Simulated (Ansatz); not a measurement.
# C6H15In: basis-set convergence

How large a basis does C6H15In need? Two functionals are run in growing sets.

Computed with Ansatz 0.2.0, Gaussian basis. Level: one geometry, several basis sets.

Levels to be run: PBE0-D4/def2-SVP; ωB97M-V/def2-SVP; PBE0-D4/def2-QZVPP; ωB97M-V/def2-QZVPP; the functionals' def2-TZVPP values are taken from earlier runs.

**1. The geometry**

An earlier PBE0-D4 in a triple-zeta def2 set relaxation fixed the geometry. In takes the def2 core potential; no spin-orbit term is included.

SMILES `[CH3][In]([CH3])[C](C)(C)C`, 22 atoms, charge 0, spin multiplicity 1.

Atoms are counted from 1 here; the program's logs count them from 0.

Bond lengths: C1–In2 2.166 Å, C1–H8 1.091 Å, C1–H9 1.093 Å, C1–H10 1.093 Å, In2–C3 2.166 Å, In2–C4 2.204 Å, C3–H11 1.093 Å, C3–H12 1.091 Å, C3–H13 1.093 Å, C4–C5 1.522 Å, C4–C6 1.525 Å, C4–C7 1.522 Å, C5–H14 1.095 Å, C5–H15 1.101 Å, C5–H16 1.094 Å, C6–H17 1.101 Å, C6–H18 1.095 Å, C6–H19 1.095 Å and more. Angles: In2–C1–H8 111.8°, In2–C1–H9 109.9°, In2–C1–H10 110.1°, H8–C1–H9 108.6°, H8–C1–H10 108.8°, H9–C1–H10 107.4°, C1–In2–C3 121.9°, C1–In2–C4 119.0°, C3–In2–C4 119.1°, In2–C3–H11 110.1°, In2–C3–H12 111.8°, In2–C3–H13 109.9°, H11–C3–H12 108.8°, H11–C3–H13 107.4°, H12–C3–H13 108.7°, In2–C4–C5 110.3°, In2–C4–C6 107.4°, In2–C4–C7 110.4° and more.

**2. PBE0-D4 in def2-SVP**

The input, in.yaml:

```yaml
crystal:
  periodic: [false, false, false]
  atoms:
    - {symbol: C, position_ang: [0.058023, -2.467922, -1.609050]}
    - {symbol: In, position_ang: [0.411635, -0.401456, -1.063053]}
    - {symbol: C, position_ang: [1.396476, 0.984820, -2.405211]}
    - {symbol: C, position_ang: [-0.298100, 0.321589, 0.894065]}
    - {symbol: C, position_ang: [-0.274472, -0.806569, 1.915254]}
    - {symbol: C, position_ang: [-1.732346, 0.805306, 0.708762]}
    - {symbol: C, position_ang: [0.565525, 1.476989, 1.378873]}
    - {symbol: H, position_ang: [0.463380, -2.701760, -2.594070]}
    - {symbol: H, position_ang: [-1.015378, -2.673582, -1.615045]}
    - {symbol: H, position_ang: [0.514437, -3.133966, -0.872922]}
    - {symbol: H, position_ang: [2.277111, 1.414050, -1.921412]}
    - {symbol: H, position_ang: [1.705206, 0.500744, -3.332368]}
    - {symbol: H, position_ang: [0.722638, 1.809986, -2.649234]}
    - {symbol: H, position_ang: [0.738945, -1.176447, 2.100230]}
    - {symbol: H, position_ang: [-0.670642, -0.458983, 2.882052]}
    - {symbol: H, position_ang: [-0.884944, -1.658844, 1.602600]}
    - {symbol: H, position_ang: [-2.136139, 1.177489, 1.663337]}
    - {symbol: H, position_ang: [-2.401109, 0.006355, 0.372012]}
    - {symbol: H, position_ang: [-1.804612, 1.629638, -0.008370]}
    - {symbol: H, position_ang: [0.185157, 1.866873, 2.335834]}
    - {symbol: H, position_ang: [0.575167, 2.310484, 0.670367]}
    - {symbol: H, position_ang: [1.604042, 1.175206, 1.547338]}
basis:
  gaussian: {orbitals: def2-SVP}
hamiltonian: {xc: pbe0, dispersion: d4}
output: {orbitals: {seedname: orbitals}}
```

On the command line:

```bash
ansatz run in.yaml --threads 2 --pin off --events-out ev --progress --plain --max-ram 20480MiB --backend cpu
```

The runs that follow: ωB97M-V in def2-SVP; PBE0-D4 in def2-QZVPP; ωB97M-V in def2-QZVPP.

**Question.** What will the summary of the whole plan be? Wanted: PBE0-D4: double and triple zeta above quadruple; ωB97M-V: double and triple zeta above quadruple.

The runs gave:

| quantity | value |
| --- | --- |
| PBE0-D4: double and triple zeta above quadruple | 7.75, 0.42 eV |
| ωB97M-V: double and triple zeta above quadruple | 8.24, 0.42 eV |

**Reading.** For PBE0-D4 the step from double to triple zeta gains 7.32 eV and the next only 0.42 eV. Total energies overstate the basis error of differences, where much of it tends to cancel.
